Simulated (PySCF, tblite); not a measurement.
# C₅H₁₀AlS−: geometry, infrared bands and NMR shifts

What infrared bands and NMR shifts should C₅H₁₀AlS− (`CC#[C][AlH2-][CH2]SC`) show?

The runs use tblite 0.8.0 and PySCF 2.14.0, with density-fitted response routines of our own; the level of theory stands in each step. All values are computed, except where a source is named. Atoms are numbered from 0 throughout.

## Step 1: The starting structure

17 atoms, charge -1, multiplicity 1; geometry from: force field or distance geometry start.

Bonds of the start (Å): C0–C1 1.46, C1–C2 1.23, C2–Al3 1.94, Al3–C4 1.98, C4–S5 1.78, S5–C6 1.79, C0–H7 1.11, C0–H8 1.12, C0–H9 1.12, Al3–H10 1.63, Al3–H11 1.59, C4–H12 1.11, C4–H13 1.13, C6–H14 1.12, C6–H15 1.12, C6–H16 1.12.

## Step 2: Optimising the geometry with GFN2-xTB

Job settings and geometry (Å):

```
{"job": {"kind": "relax", "xc": "GFN2-xTB", "basis": "xTB"}, "charge": -1, "multiplicity": 1}
C     -3.526800     1.042600    -0.324600
C     -2.347700     0.250200     0.024200
C     -1.359600    -0.416100     0.309300
Al     0.211500    -1.485300     0.713800
C      1.581100    -1.372500    -0.716100
S      3.000800    -0.491800    -0.101400
C      2.636700     1.227900     0.223500
H     -3.619700     1.159200    -1.426500
H     -3.350100     2.058900     0.111400
H     -4.403000     0.529000     0.146400
H     -0.305300    -3.033900     0.722600
H      0.823800    -1.086300     2.129800
H      1.162600    -0.904600    -1.635000
H      1.906000    -2.413300    -1.007000
H      2.193900     1.446800     1.227700
H      3.516900     1.910400     0.101100
H      1.871900     1.590700    -0.509100
```

The run is started by

```bash
$ OMP_NUM_THREADS=1 python probes_run.py task.json out
```

The driver reads the jobs from task.json and runs them one after another.

**Question.** This job is followed by: GFN2-xTB harmonic vibrations, gas phase; GIAO PBE0/pcSseg-1 NMR shielding, non-relativistic, gas phase. Predict these results of the whole session: strongest single infrared mode (GFN2-xTB); zero-point energy (GFN2-xTB); 13C shifts against TMS (PBE0/pcSseg-1); 1H shifts against TMS (PBE0/pcSseg-1, means over atoms taken as alike); 27Al shifts against AlH4- (PBE0/pcSseg-1); 33S shifts against CS2 (PBE0/pcSseg-1).

**Answer**, as computed:

| quantity | value |
| --- | --- |
| strongest single infrared mode (GFN2-xTB) | 704 cm⁻¹, 960 km/mol |
| zero-point energy (GFN2-xTB) | 75.1 kcal/mol |
| 13C shifts against TMS (PBE0/pcSseg-1) | 113.7, 99.2, 24.0, 17.2, 7.9 ppm |
| 1H shifts against TMS (PBE0/pcSseg-1, means over atoms taken as alike) | 3.89, 2.36, 1.88, 1.56 ppm |
| 27Al shifts against AlH4- (PBE0/pcSseg-1) | 23.5 ppm |
| 33S shifts against CS2 (PBE0/pcSseg-1) | -97 ppm |

**Reading.** The optimisation took 153 steps and gained 0.713 eV; among the close pairs (by a distance rule), Al3–C4 changed most, from 1.983 to 2.068 Å. All 45 modes are real, so the xTB geometry is a minimum. The strongest single mode, at 704 cm⁻¹, moves mainly H11 and H10. GFN2-xTB is a fitted tight-binding method: band positions and strengths are rough. Its intensities can rank the bands wrongly. At PBE0/pcSseg-1: Shielding is most anisotropic at S5 (span 389 ppm, paramagnetic term -455 ppm).
